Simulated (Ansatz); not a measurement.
# Ti3O4: structure and electronic properties

The task, for Ti3O4: relax cell and atoms, compute bands, density of states and charges and compare with the cell as listed.

Program: Ansatz 0.2.0. Level of theory: DFT PBEsol, scalar-relativistic, plane waves, PAW. These are calculated values, not measurements.

**1. Starting point**

The structure is tetragonal, space group I4/mmm (No. 139). The conventional cell has a = 4.132 Å, b = 4.132 Å, c = 8.178 Å, α = 90.00°, β = 90.00°, γ = 90.00°. Around Ti (site symmetry -4m2) lie 6 O at 2.04 to 2.07 Å. Ti (site symmetry 4/mmm) is surrounded by 6 O at 2.07 to 2.09 Å. O (site symmetry mmm) is surrounded by 4 Ti at 2.04 to 2.07 Å. O (site symmetry 4mm) has 5 Ti at 2.07 to 2.09 Å as nearest neighbours.

Structure file:

```xyz
7
Lattice="-2.0659 2.0659 4.0891 2.0659 -2.0659 4.0891 2.0659 2.0659 -4.0891" Properties=species:S:1:pos:R:3 pbc="T T T"
Ti    2.0659    0.0000    2.0446
Ti    0.0000    0.0000    4.0891
Ti    0.0000    2.0659    2.0446
O     2.0659    0.0000    0.0000
O     0.0000    0.0000    1.9964
O     0.0000    2.0659    0.0000
O     0.0000    0.0000    6.1818
```

The structure comes from the Materials Project (structure only).

(A quick probe on a coarse mesh, which set the mesh and smearing, is not shown.)

**3. Relaxing cell and atoms**

Contents of input.yaml:

```yaml
crystal:
  lattice:
    - [-2.06590889, 2.06590889, 4.08913398]
    - [2.06590889, -2.06590889, 4.08913398]
    - [2.06590889, 2.06590889, -4.08913398]
  atoms:
    - { symbol: Ti, position: [0.25, 0.75, 0.5] }
    - { symbol: Ti, position: [0.5, 0.5, 0.0] }
    - { symbol: Ti, position: [0.75, 0.25, 0.5] }
    - { symbol: O, position: [0.0, 0.5, 0.5] }
    - { symbol: O, position: [0.24411514, 0.24411514, 0.0] }
    - { symbol: O, position: [0.5, 0.0, 0.5] }
    - { symbol: O, position: [0.75588486, 0.75588486, 0.0] }
basis:
  ecutwfc: 420
kpoints:
  mp_grid: { grid: [12, 12, 12] }
hamiltonian:
  xc: pbesol
scf:
  occupations: { method: gaussian, width: 0.1 }
output:
  forces: true
  stress: true
  eigenvalues: true
  write_density: true
  write_potential: true
  elf: true
  volumetric_format: npy
relax:
  adjacent_minimum: "off"
  f_tol: 0.005
  max_steps: 80
  cell: { stress_tol: 0.05 }
```

Command:

```
$ ansatz run input.yaml --threads 2 --pin off --max-ram 5120MiB --backend cpu --events-out ev --progress --plain --runs-dir out
```

The session goes on with these runs: static run: bands, density of states and charges; back to the database's cell; the listed cell with its atoms relaxed.

**Question.** What will these runs give? Wanted: relaxed cell; volume; formation energy; gap; states at the Fermi level; Bader charges; listed cell; listed cell, atoms relaxed.

As calculated:

| quantity | value |
| --- | --- |
| relaxed cell (conventional) | a = 4.100 Å, b = 4.100 Å, c = 8.098 Å, α = 90.00°, β = 90.00°, γ = 90.00° |
| space group (0.01 Å) | I4/mmm (No. 139) |
| volume | 9.72 Å³/atom |
| formation energy (elements from runs with the same settings, not shown) | -2.92 eV/atom |
| gap | none (metal) |
| states at the Fermi level | 2.16 per eV per cell |
| Bader charges | Ti +1.73 to +1.77, O -1.36 to -1.28 e |
| listed cell | 4.5 meV/atom above the relaxed cell, -5.7 GPa, gap none (metal) |
| listed cell, atoms relaxed | 4.5 meV/atom above the relaxed cell, -5.6 GPa, gap none (metal) |

In words: The relaxed volume is 2.5 % smaller than at the start. Bands cross the Fermi level: a metal at this level of theory. Of the projected weight within 0.25 eV of the Fermi level, the largest part is Ti 3d (87 %). Bader charges reach 1.8 e, so charge transfer in this metal is strong. The listed cell costs 4.5 meV/atom and carries a pressure of -5.6 GPa at this level. A spin-polarised run here lost its starting moments, which speaks against magnetism, though one start doesn't rule it out.
